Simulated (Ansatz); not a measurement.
## CH₂BClS₂, SMILES S=CB(S)Cl: a geometry optimisation, step by step

Computed with the Ansatz DFT code, driven from Python.

Run as a notebook:

**Cell 1**
```python
import itertools

import ansatz as az
from ase.data import atomic_numbers, covalent_radii
import numpy as np

BASIS = "def2-SVP"
XC = "HF"

geometry_ang = [
    ("S", (-1.7764, 1.3966, 0.4462)),
    ("C", (-0.6911, 0.6061, 0.7018)),
    ("B", (0.2281, 0.125, -0.4643)),
    ("S", (1.8066, -0.9597, -0.0308)),
    ("Cl", (-0.0251, 0.5812, -2.2359)),
    ("H", (-0.4782, 0.3231, 1.7218)),
    ("H", (0.9973, -2.1402, -0.1845)),
]
system = az.Crystal.molecule()
for symbol, xyz in geometry_ang:
    system = system.atom(symbol, xyz)
```

**Cell 2**
```python
calculation = system.calculation().basis(gaussian=BASIS).functional(XC).accuracy("medium")
symbols = [site.symbol for site in system.cartesian_sites]
start = np.array([site.position_ang for site in system.cartesian_sites], dtype=float)
def progress(event):
    if event["event"] == "relax_step":
        row = event["data"]
        print(f"step {row['step']:3d}  E = {row['lagrangian_ev']:.6f} eV  largest force component {row['allowed_force_max_ev_ang']:.4f} eV/A")
```

**Cell 3**
```python
data = calculation.relax(force_tolerance=0.02, max_steps=100).session().plan().execute(on_event=progress).report
end = np.array(data["positions_ang"])

print("reference energy %16.6f eV" % data["reference_energy_ev"])
print("total energy     %16.6f eV" % data["free_energy_ev"])
print("occupied orbitals outside the frozen core (up, down):", data["n_occupied"], " frozen:", data["n_frozen"], " virtual:", data["n_virtual"])
```
Output:
```text
step   1  E = -35858.205532 eV  largest force component 17.9952 eV/A
step   2  E = -35860.374014 eV  largest force component 5.6841 eV/A
step   3  E = -35860.321993 eV  largest force component 3.7953 eV/A
step   4  E = -35860.737492 eV  largest force component 1.5529 eV/A
step   5  E = -35860.798040 eV  largest force component 0.1304 eV/A
step   6  E = -35860.824017 eV  largest force component 0.6579 eV/A
step   7  E = -35860.872024 eV  largest force component 1.3397 eV/A
step   8  E = -35861.004648 eV  largest force component 1.3440 eV/A
step   9  E = -35861.165695 eV  largest force component 1.7379 eV/A
step  10  E = -35861.278762 eV  largest force component 1.1873 eV/A
step  11  E = -35861.330545 eV  largest force component 1.2724 eV/A
step  12  E = -35861.379331 eV  largest force component 0.5087 eV/A
step  13  E = -35861.405621 eV  largest force component 0.0632 eV/A
step  14  E = -35861.405898 eV  largest force component 0.0535 eV/A
step  15  E = -35861.406077 eV  largest force component 0.0134 eV/A
reference energy    -35861.406077 eV
total energy        -35861.406077 eV
occupied orbitals outside the frozen core (up, down): [31, 31]  frozen: 0  virtual: [61, 61]
```

**Cell 4**
```python
radius = [covalent_radii[atomic_numbers[s]] for s in symbols]
span = lambda where, i, j: np.linalg.norm(where[i] - where[j])
bonded = [(i, j) for i, j in itertools.combinations(range(len(symbols)), 2) if min(span(start, i, j), span(end, i, j)) < 1.2 * (radius[i] + radius[j])]
print("pair        before    after (A)")
for i, j in bonded:
    print(f"{symbols[i]}{i}-{symbols[j]}{j}".ljust(10), f"{span(start, i, j):8.4f} {span(end, i, j):8.4f}")
with open("ch2bcls2_opt.xyz", "w") as handle:
    handle.write(f"{len(symbols)}\nrelaxed CH2BClS2\n")
    handle.writelines(f"{s:2s} {x:11.6f} {y:11.6f} {z:11.6f}\n" for s, (x, y, z) in zip(symbols, end))
```
Output:
```text
pair        before    after (A)
S0-C1        1.3668   1.6025
C1-B2        1.5608   1.5884
C1-H5        1.0797   1.0903
B2-S3        1.9637   1.7990
B2-Cl4       1.8468   1.7590
S3-H6        1.4395   1.3338
```

`ch2bcls2_opt.xyz`, as written:
```text
7
relaxed CH2BClS2
S    -1.810791    1.821317    0.435232
C    -0.699481    0.708295    0.742230
B     0.115284   -0.111570   -0.347295
S     1.285055   -1.323605    0.284403
Cl   -0.113459    0.150333   -2.071613
H    -0.471610    0.479255    1.783568
H     1.756202   -1.791924   -0.872225
```

Notes:
- These settings explore the input space; basis and method may be short of convergence.
- The end point is the stationary point reached from this start; no frequency run checks that it is a minimum, and the basis set is modest.
- Finished in 36 s on 1 thread of Arm Neoverse V1, on a shared host, peak memory 0.25 GiB.
